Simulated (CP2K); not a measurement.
Input of a CP2K 2026.2 run:

The input bi2te3_scf.inp:

```
&GLOBAL
  PROJECT bi2te3_scf
  RUN_TYPE ENERGY_FORCE
  PRINT_LEVEL LOW
&END GLOBAL
&FORCE_EVAL
  METHOD QS
  STRESS_TENSOR ANALYTICAL
  &DFT
    BASIS_SET_FILE_NAME BASIS_MOLOPT_UZH
    POTENTIAL_FILE_NAME POTENTIAL_UZH
    &MGRID
      CUTOFF 450
      REL_CUTOFF 60
      NGRIDS 5
    &END MGRID
    &QS
      METHOD GPW
      EPS_DEFAULT 1.0E-10
    &END QS
    &KPOINTS
      SCHEME MONKHORST-PACK 7 7 7
      GAMMA_CENTERED T
      SYMMETRY T
      SYMMETRY_BACKEND SPGLIB
    &END KPOINTS
    &SCF
      SCF_GUESS ATOMIC
      EPS_SCF 1.0E-6
      MAX_SCF 100
      ADDED_MOS 16
      CHOLESKY OFF
      EPS_EIGVAL 1.0E-7
      &DIAGONALIZATION ON
        ALGORITHM STANDARD
      &END DIAGONALIZATION
      &MIXING ON
        METHOD BROYDEN_MIXING
        ALPHA 0.4
        BETA 1.5
        NBUFFER 8
      &END MIXING
      &SMEAR ON
        METHOD FERMI_DIRAC
        ELECTRONIC_TEMPERATURE [K] 580.226
      &END SMEAR
    &END SCF
    &XC
      &XC_FUNCTIONAL
        &GGA_X_PBE_SOL
        &END GGA_X_PBE_SOL
        &GGA_C_PBE_SOL
        &END GGA_C_PBE_SOL
      &END XC_FUNCTIONAL
    &END XC
    &PRINT
      &KPOINTS ON
      &END KPOINTS
      &MULLIKEN ON
      &END MULLIKEN
      &MO ON
        ENERGIES T
        OCCUPATION_NUMBERS T
        &EACH
          QS_SCF 0
        &END EACH
        ADD_LAST NUMERIC
      &END MO
      &LOWDIN ON
      &END LOWDIN
      &HIRSHFELD ON
        SHAPE_FUNCTION DENSITY
      &END HIRSHFELD
      &E_DENSITY_CUBE ON
        STRIDE 1
      &END E_DENSITY_CUBE
      &V_HARTREE_CUBE ON
        STRIDE 1
      &END V_HARTREE_CUBE
      &ELF_CUBE ON
        STRIDE 1
      &END ELF_CUBE
    &END PRINT
  &END DFT
  &SUBSYS
    &CELL
      A 10.4763118882 0.0000000000 0.0000000000
      B 9.5581931740 4.2888289808 0.0000000000
      C 9.5581931740 2.0461426804 3.7692644054
      PERIODIC XYZ
    &END CELL
    &COORD
      Bi  17.7681682014 3.7959815147 2.2368284995
      Bi  11.8402848597 2.5443139523 1.4965223547
      Te  23.4055391867 4.9890826620 2.9873455816
      Te  6.1809858489 1.3162244196 0.7769358563
      Te  0.0115551944 0.0018838185 -0.0232337458
    &END COORD
    &KIND Bi
      BASIS_SET TZVP-MOLOPT-PBE-GTH-q5
      POTENTIAL GTH-PBE-q5
    &END KIND
    &KIND Te
      BASIS_SET TZVP-MOLOPT-PBE-GTH-q6
      POTENTIAL GTH-PBE-q6
    &END KIND
    &PRINT
      &ATOMIC_COORDINATES ON
      &END ATOMIC_COORDINATES
      &CELL ON
      &END CELL
    &END PRINT
  &END SUBSYS
  &PRINT
    &FORCES ON
    &END FORCES
    &STRESS_TENSOR ON
    &END STRESS_TENSOR
  &END PRINT
&END FORCE_EVAL
```

Potentials or basis: POTENTIAL_UZH Bi GTH-PBE-q5, Te GTH-PBE-q6; TZVP-MOLOPT-PBE-GTH basis.

Command:

```console
$ OMP_NUM_THREADS=1 mpirun -n 3 cp2k.psmp -i bi2te3_scf.inp -o bi2te3_scf.out
```

Question: Estimate the band gap on the k mesh.

Answer: 0.22 eV, direct.

Question: What does it give for the largest force?

Answer: 0.171 eV/Å.

Question: What does it give for the Mulliken charges?

Answer: Bi +0.41; Te -0.19, -0.43 e.

Stress tensor (GPa, compression positive):
```
 0.85  0.06 -0.13
 0.06  1.18  0.06
-0.13  0.06  1.20
```

Caveat: the potentials were made for another functional, which shifts forces and pressure; spin-orbit coupling is left out, which as a rule narrows the gap of such compounds by several tenths of an eV; an odd mesh through Γ misses points on the zone boundary, where band edges often lie; the basis of atomic orbitals isn't converged, which shifts pressures, moduli and gaps.
